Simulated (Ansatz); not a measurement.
**SiSnF₆: up Jacob's ladder to CCSD(T)**

One table from this session's results is given with a row withheld; the runs are named, their logs left out.

The runs use Ansatz 0.2.0, Gaussian basis; functionals in def2-TZVPP, the program's frozen cores in correlated methods.

The runs, in order: LDA (SPW92), PBE-D4, revPBE-D4, BLYP-D4, r2SCAN-D4, B97M-V, PBE0-D4, B3LYP-D4, r2SCANh-D4, r2SCAN0-D4, HSE06-D4, BHLYP-D4, CAM-B3LYP-D4, LC-ωPBE, ωB97X-V, ωB97M-V, B2PLYP, PBE-QIDH; CCSD(T)/def2-SVP; MP2/def2-TZVPP; MP2/def2-QZVPP; RPA on PBE.

## Structure used throughout

The geometry comes from an earlier relaxation with PBE0-D4 in a triple-zeta def2 set; it is a stationary point, not always the lowest conformer. Sn takes the def2 core potential; no spin-orbit term is included.

SMILES `F[Si](F)(F)[Sn]([F])([F])[F]`, 8 atoms, charge 0, spin multiplicity 1.

Atoms are counted from 1 here; the program's logs count them from 0.

Bond lengths: F1–Si2 1.567 Å, Si2–F3 1.567 Å, Si2–F4 1.567 Å, Si2–Sn5 2.562 Å, Sn5–F6 1.894 Å, Sn5–F7 1.894 Å, Sn5–F8 1.894 Å. Angles: F1–Si2–F3 109.6°, F1–Si2–F4 109.6°, F1–Si2–Sn5 109.3°, F3–Si2–F4 109.6°, F3–Si2–Sn5 109.3°, F4–Si2–Sn5 109.3°, Si2–Sn5–F6 113.8°, Si2–Sn5–F7 113.8°, Si2–Sn5–F8 113.8°, F6–Sn5–F7 104.8°, F6–Sn5–F8 104.8°, F7–Sn5–F8 104.8°.

Coordinates:

```xyz
8
charge 0, multiplicity 1
F    -2.2878    0.2724    0.6250
Si   -0.8086    0.0541    1.0933
F    -0.7028   -1.2881    1.8947
F    -0.3634    1.2482    2.0050
Sn    0.7213   -0.0607   -0.9590
F     0.6841    1.5034   -2.0271
F     2.5503   -0.3153   -0.5367
F     0.2990   -1.4711   -2.1510
```

Set-up of the first run:

File in.yaml:

```yaml
crystal:
  periodic: [false, false, false]
  atoms:
    - {symbol: F, position_ang: [-2.287814, 0.272382, 0.625041]}
    - {symbol: Si, position_ang: [-0.808602, 0.054142, 1.093342]}
    - {symbol: F, position_ang: [-0.702764, -1.288077, 1.894741]}
    - {symbol: F, position_ang: [-0.363356, 1.248170, 2.004968]}
    - {symbol: Sn, position_ang: [0.721292, -0.060700, -0.958997]}
    - {symbol: F, position_ang: [0.684144, 1.503372, -2.027061]}
    - {symbol: F, position_ang: [2.550283, -0.315288, -0.536652]}
    - {symbol: F, position_ang: [0.299017, -1.471102, -2.150982]}
basis:
  gaussian: {orbitals: def2-TZVPP}
hamiltonian: {xc: lda}
output: {orbitals: {seedname: orbitals}}
```

The run is started by

```sh
$ ansatz run in.yaml --threads 8 --pin off --events-out ev --progress --plain --max-ram 18278MiB
```

Steps of the session up to this table: LDA; PBE-D4 (GGA); revPBE-D4 (GGA); BLYP-D4 (GGA); r2SCAN-D4 (meta-GGA); B97M-V (meta-GGA); PBE0-D4 (hybrid); B3LYP-D4 (hybrid); r2SCANh-D4 (hybrid); r2SCAN0-D4 (hybrid); HSE06-D4 (hybrid); BHLYP-D4 (hybrid); CAM-B3LYP-D4 (range-separated); LC-ωPBE (range-separated); ωB97X-V (range-separated); ωB97M-V (range-separated); B2PLYP (double hybrid); PBE-QIDH (double hybrid).

One of the session's tables, all rows but one given; the rest of the session is left out.

It belongs to the step «Orbital energies across the functionals». 

```
  functional  HOMO (eV)  LUMO (eV)  gap (eV)
 LDA (SPW92)      -9.16      -3.73      5.43
      PBE-D4      -8.89      -3.31      5.57
   revPBE-D4      -8.79      -3.15      5.64
     BLYP-D4      -8.80      -3.30      5.51
   r2SCAN-D4      -9.29      -3.03      6.27
      B97M-V      -9.34      -3.01      6.34
     PBE0-D4     -10.46      -2.36      8.10
    B3LYP-D4     -10.24      -2.73      7.51
  r2SCANh-D4          ?          ?         ?
  r2SCAN0-D4     -10.74      -2.19      8.55
    HSE06-D4     -10.06      -2.73      7.33
    BHLYP-D4     -11.92      -1.39     10.53
CAM-B3LYP-D4     -11.85      -1.38     10.47
     LC-ωPBE     -13.05       0.00     13.05
     ωB97X-V     -12.74      -0.10     12.64
     ωB97M-V     -12.59      -0.31     12.28
```

Estimate the missing values for r2SCANh-D4.

Worked estimate for «HOMO (eV)». Against the share of exact exchange, r2SCAN-D4 (0, -9.29), r2SCAN0-D4 (0.25, -10.74) give a slope of -5.80 per unit share; at 0.1 the line stands at -9.87.

As computed: HOMO (eV): -9.88; LUMO (eV): -2.69; gap (eV): 7.18. In «HOMO (eV)» the line misses by +0.01.
